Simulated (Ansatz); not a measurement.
# HfSi (quintet): wave-function methods side by side, def2-QZVPP

One table from this session's results is given with a row withheld; the runs are named, their logs left out.

Computed with Ansatz 0.2.0, Gaussian basis. Level: def2-QZVPP, core rule «outside noble gas», up to 9 orbitals frozen.

The runs, in order: UHF; ROHF; CCSD(T) on UHF.

2 further runs of the same task are left out: 2 set aside as unsound or not needed.

## What is computed

The geometry is a PBE0/def2-TZVP stationary point (not a proven minimum) of the parent state, kept for this charge and spin. No spin-orbit coupling is included. Elements past krypton take def2 core potentials.

2 atoms, charge 0, spin multiplicity 5.

Atoms are counted from 1 here; the program's logs count them from 0.

Bond lengths: Hf1–Si2 2.399 Å.

The first run:

The input, in.yaml:

```yaml
crystal:
  periodic: [false, false, false]
  atoms:
    - {symbol: Hf, position_ang: [0.000000, 0.000000, 0.000000]}
    - {symbol: Si, position_ang: [0.000000, 0.000000, 2.398800]}
basis:
  gaussian: {orbitals: "def2-QZVPP.json"}
magnetization: {spin_polarized: true, initial_magnetization: 4}
hamiltonian: {xc: hf}
output: {orbitals: {seedname: orbitals}}
```

Command:

```bash
$ ansatz run in.yaml --threads 1 --pin off --events-out ev --progress --plain --max-ram 4096MiB --backend cpu
```

Among the steps run: UHF; ROHF; CCSD(T) on UHF.

One table of the session follows, with a row left open; its other results are not shown here.

| method | from UCCSD(T) (meV) |
| --- | --- |
| ROHF | ? |
| UHF | +4783.6 |
| UMP2 | +1139.4 |
| UCCSD | +338.5 |
| UCCSD(T) | 0 |

Estimate the missing values for ROHF.

As computed: from UCCSD(T) (meV): +5291.3. In the column «from UCCSD(T) (meV)» it is the highest.
